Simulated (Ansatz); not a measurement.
## CrN2: relaxation of cell and atoms with PBEsol

The system is CrN2.

```
CELL_PARAMETERS angstrom
3.90179 0.00000 0.00000
0.00000 4.80951 0.00000
0.00000 0.00000 2.78417
ATOMIC_POSITIONS crystal
Cr 0.00000 0.00000 0.00000
Cr 0.50000 0.50000 0.50000
N 0.86617 0.58878 0.00000
N 0.13383 0.41123 0.00000
N 0.36617 0.91122 0.50000
N 0.63383 0.08878 0.50000
```

The cell comes from a database or a generator and needn't be the stable form of this composition.

```
Program               : Ansatz 0.2.0
Task                  : relaxation of cell and atoms
Functional            : PBEsol
Potentials or basis   : Ansatz PAW
Cutoff                : 420 eV (not typed: the program's choice for these potentials)
k mesh                : 7 × 6 × 10
Occupations           : fermi-dirac, width 0.05 eV
Spin                  : collinear spin, ferromagnetic start
Starting moments      : [3.0, 3.0, 0.0, 0.0, 0.0, 0.0] μB
Target pressure       : 10 GPa
Target pressure (GPa) : 10
```

```json
{"Relaxed volume": "8.06 Å³/atom", "Relaxed cell": "a = 3.828 Å, b = 4.690 Å, c = 2.693 Å, α = 90.00°, β = 90.00°, γ = 90.00°", "Space group after relaxing (to 0.05 Å)": "Pnnm (No. 58)", "Energy change on relaxing (the enthalpy is what falls)": "-2.9 meV/atom", "Ionic steps": "8", "Pressure after relaxing": "10.0 GPa", "Band gap on the k mesh": "none (metal or under the smearing width)", "Net moment": "4.14 μB per cell", "Absolute moment": "4.66 μB per cell", "Site moments": "Cr +1.74; N -0.04 μB"}
```

The path:
```
step  energy change (eV)  largest force (eV/Å)  volume (Å³)
   1              0.0000                0.0642        52.25
   2             -0.0714                0.2326        49.51
   3             -0.0260                0.1635        48.28
   4             -0.0346                0.0935        48.41
   5             -0.0353                0.0034        48.41
   6             -0.0214                0.0030        48.41
   7             -0.0176                0.0011        48.35
   8             -0.0172                0.0011        48.35
```

Final structure:
```cif
data_structure
_symmetry_space_group_name_H-M 'P 1'
_symmetry_Int_Tables_number 1
_cell_length_a 3.8283
_cell_length_b 4.6899
_cell_length_c 2.6927
_cell_angle_alpha 90.000
_cell_angle_beta 90.000
_cell_angle_gamma 90.000
_cell_volume 48.35
loop_
_atom_site_label
_atom_site_type_symbol
_atom_site_fract_x
_atom_site_fract_y
_atom_site_fract_z
_atom_site_occupancy
Cr1 Cr 0.00000 0.00000 0.00000 1
Cr2 Cr 0.50000 0.50000 0.50000 1
N1 N 0.86419 0.59052 0.00000 1
N2 N 0.13581 0.40948 0.00000 1
N3 N 0.36419 0.90948 0.50000 1
N4 N 0.63581 0.09052 0.50000 1
```

Levels at points of the mesh, in eV from the Fermi level:
Spin up:
| k point | band 23 | band 24 | band 25 | band 26 | band 27 | band 28 | band 29 | band 30 |
| --- | --- | --- | --- | --- | --- | --- | --- | --- |
| (0.00, 0.00, 0.00) | -1.32 | -1.06 | -0.76 | -0.67 | -0.48 | -0.29 | 3.60 | 5.40 |
| (0.00, 0.00, -0.50) | -1.05 | -1.05 | 0.41 | 0.41 | 1.04 | 1.04 | 3.19 | 3.19 |
| (0.00, -0.50, 0.00) | -1.05 | -1.05 | -0.06 | -0.06 | 0.29 | 0.29 | 3.25 | 3.25 |
| (0.00, -0.50, -0.50) | -1.15 | -1.15 | -0.15 | -0.15 | 1.05 | 1.05 | 2.61 | 2.61 |
Spin down:
| k point | band 19 | band 20 | band 21 | band 22 | band 23 | band 24 | band 25 | band 26 |
| --- | --- | --- | --- | --- | --- | --- | --- | --- |
| (0.00, 0.00, 0.00) | -3.79 | -3.07 | -1.84 | -1.79 | 0.31 | 0.35 | 1.14 | 1.60 |
| (0.00, 0.00, -0.50) | -2.04 | -2.04 | -1.69 | -1.69 | 1.39 | 1.39 | 1.64 | 1.64 |
| (0.00, -0.50, 0.00) | -2.59 | -2.59 | -1.64 | -1.64 | 0.83 | 0.83 | 1.83 | 1.83 |
| (0.00, -0.50, -0.50) | -1.32 | -1.32 | -0.08 | -0.08 | 0.74 | 0.74 | 1.29 | 1.29 |

It took 68 s on 2 threads of Intel(R) Xeon(R) 6975P-C (Granite Rapids), on a shared host, peak memory 0.6 GiB.

Caveat: the plane-wave basis is chosen anew once the cell has moved, so the energies of steps on either side of that aren't comparable; the pressure holds a Pulay correction of +0.9 GPa for the finite cutoff; only a ferromagnetic start was run, and an antiferromagnetic order may lie lower in energy; the PAW data sets come from PBE, with cores solved anew for the run's functional, which leaves a small shift of forces and pressure. With open d or f shells a metallic result of PBEsol can be an artefact of self-interaction; +U or a hybrid may open a gap.
